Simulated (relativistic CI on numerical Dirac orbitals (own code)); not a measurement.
# Co²⁺: 3s photoemission with charge transfer

Aim: the 3s photoemission spectrum of Co²⁺ in a cubic metal-ligand cluster, for 5 values of Veg.

Method: charge-transfer multiplet model of a cubic metal-ligand cluster with up to 2 ligand holes, Slater and spin-orbit integrals from Dirac-Coulomb-Breit ions, Slater integrals scaled by 0.9. Code: relativistic CI on numerical Dirac orbitals (own code) version 3.

## Step 1: The atom as given

| Quantity | Value |
| --- | --- |
| ion | Co²⁺ (Co III) |
| nuclear charge | 27 |
| electrons | 25 |
| d electrons | 7 |
| ligand holes at most | 2 |
| parameters | in eV; Veg, Vt2g hoppings, tenDq and tenDqL metal and ligand splittings (negative tenDq: tetrahedral), red the scaling of hopping with a core hole |
| temperature | 20 K |
| widths | Lorentz 1.4 eV, Gauss 0.8 eV |

## Step 2: Veg = 2.15 eV

The run's settings:

```ini
cluster ion=Co2+ d7 ligand_holes=2 slater_scale=0.9
Delta=5.6 Udd=7.9 Upd=9 tenDq=1.4 tenDqL=1.3 Veg=2.15 Vt2g=-1.06 red=1
spectrum xps 3s T=20 lorentz=1.4 gauss=0.8
```

Launch:

```
python run_levels.py task.json out
```

One command runs all members of the session, one after another, from task.json.

## Step 3: Veg = 1.25 eV

The run's settings:

```ini
cluster ion=Co2+ d7 ligand_holes=2 slater_scale=0.9
Delta=5.6 Udd=7.9 Upd=9 tenDq=1.4 tenDqL=1.3 Veg=1.25 Vt2g=-0.62 red=1
spectrum xps 3s T=20 lorentz=1.4 gauss=0.8
```

## Step 4: Veg = 1.55 eV

The run's settings:

```ini
cluster ion=Co2+ d7 ligand_holes=2 slater_scale=0.9
Delta=5.6 Udd=7.9 Upd=9 tenDq=1.4 tenDqL=1.3 Veg=1.55 Vt2g=-0.76 red=1
spectrum xps 3s T=20 lorentz=1.4 gauss=0.8
```

## Step 5: Veg = 1.85 eV

The run's settings:

```ini
cluster ion=Co2+ d7 ligand_holes=2 slater_scale=0.9
Delta=5.6 Udd=7.9 Upd=9 tenDq=1.4 tenDqL=1.3 Veg=1.85 Vt2g=-0.91 red=1
spectrum xps 3s T=20 lorentz=1.4 gauss=0.8
```

## Step 6: Veg = 3.05 eV

The run's settings:

```ini
cluster ion=Co2+ d7 ligand_holes=2 slater_scale=0.9
Delta=5.6 Udd=7.9 Upd=9 tenDq=1.4 tenDqL=1.3 Veg=3.05 Vt2g=-1.5 red=1
spectrum xps 3s T=20 lorentz=1.4 gauss=0.8
```

(Steps that only read results are left out.)

**Question.** What will these runs give? Wanted: d count; ground spin.

**Answer**, as computed:

| run | d count | weight without ligand hole | ground S | up to four highest peaks (% of the highest), eV from the first main peak |
| --- | --- | --- | --- | --- |
| Veg = 2.15 eV | 7.14 | 0.86 | 1.50 | 0.0 (100), 6.3 (48), 11.4 (13), 14.4 (29) |
| Veg = 1.25 eV | 7.06 | 0.94 | 1.50 | 0.0 (100), 3.6 (63), 7.3 (28), 12.3 (60) |
| Veg = 1.55 eV | 7.08 | 0.92 | 1.50 | 0.0 (100), 4.5 (53), 7.2 (32), 12.9 (47) |
| Veg = 1.85 eV | 7.11 | 0.89 | 1.50 | 0.0 (100), 5.4 (48), 7.3 (36), 13.7 (37) |
| Veg = 3.05 eV | 7.36 | 0.66 | 0.62 | 0.0 (100), 3.5 (34), 8.7 (21), 10.9 (27) |

| quantity | value |
| --- | --- |
| d count | 7.06 to 7.36 |
| ground spin (effective S from ⟨S²⟩) | 0.62 to 1.50 |

In words: From Veg = 1.25 eV to Veg = 3.05 eV the ground-state d count goes from 7.06 to 7.36. In the first run d7 holds 86 % of the ground state. The ground spin changes between the runs (1.50 to 0.62), and the line shape with it. The cluster parameters are drawn, not fitted to a compound. The exchange splitting of an s hole comes out too large without intra-shell correlation.
